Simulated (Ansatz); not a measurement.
Working through an atomisation energy of C2H3BrO, SMILES C=C(O)Br

With Ansatz's Python interface.

At the Python prompt:
```pycon
>>> from collections import Counter
>>> import ansatz as az
>>> def energy(molecule, charge=0, unpaired=0):
...     calc = molecule.calculation().basis(gaussian="def2-SVP").functional("r2scan")
...     if charge:
...         calc = calc.charge(charge)
...     if unpaired:
...         calc = calc.spin("collinear", total=unpaired)
...     report = calc.run().report
...     if report["published_state_doubts"]:
...         print("  doubts:", report["published_state_doubts"])
...     return report["free_energy_ev"]
...
>>> GEOMETRY = """
... C    -0.08380    0.48240    0.70210
... C    -0.26060   -0.22810   -0.40880
... O     0.77710   -0.91010   -0.95300
... Br   -1.81780   -0.38170   -1.29600
... H    -0.98050    1.05730    1.08210
... H     0.81010    0.64910    1.21210
... H     1.61670   -0.73700   -0.38410
... """
>>> molecule = az.Crystal.molecule()
>>> for line in GEOMETRY.strip().splitlines():
...     symbol, *xyz = line.split()
...     molecule = molecule.atom(symbol, [float(v) for v in xyz])
...
>>> # Hund ground states
>>> unpaired = {"C": 2, "O": 2, "Br": 1, "H": 1}
>>> counts = Counter(site.symbol for site in molecule.cartesian_sites)
>>> atom_energy = {s: energy(az.Crystal.molecule().atom(s, (0, 0, 0)), 0, unpaired[s]) for s in counts}

>>> whole = energy(molecule, 0, 0)
>>> for s, e in atom_energy.items():
...     print(f"{s:2s} x{counts[s]}  {e:14.5f} eV")
...
C  x2     -1028.24726 eV
O  x1     -2039.86316 eV
Br x1    -70036.32571 eV
H  x3       -13.58417 eV
>>> print(f"C2H3BrO: {whole:.5f} eV")
C2H3BrO: -74200.86794 eV
>>> split = sum(counts[s] * e for s, e in atom_energy.items()) - whole
>>> print(f"atomisation energy (no zero-point term): {23.060548 * split:.1f} kcal/mol, {split / sum(counts.values()):.3f} eV an atom")
atomisation energy (no zero-point term): 632.6 kcal/mol, 3.919 eV an atom
```

632.6 kcal/mol from the electronic energies, without the zero-point term.

Notes:
- Total energies depend on the basis set; only differences at equal settings carry meaning.
- The geometry is a force-field or estimated start, not a minimum of this method, and the basis set is short of its limit. All parts are taken at fixed geometry, without zero-point energy.
- The spin-orbit lowering of heavy atoms is left out.
- It ran for 9.5 s on 1 thread of Arm Neoverse V1, with other jobs on the host, peak memory 0.19 GiB.

(Lines on the test bed's own set-up are left out of the output.)
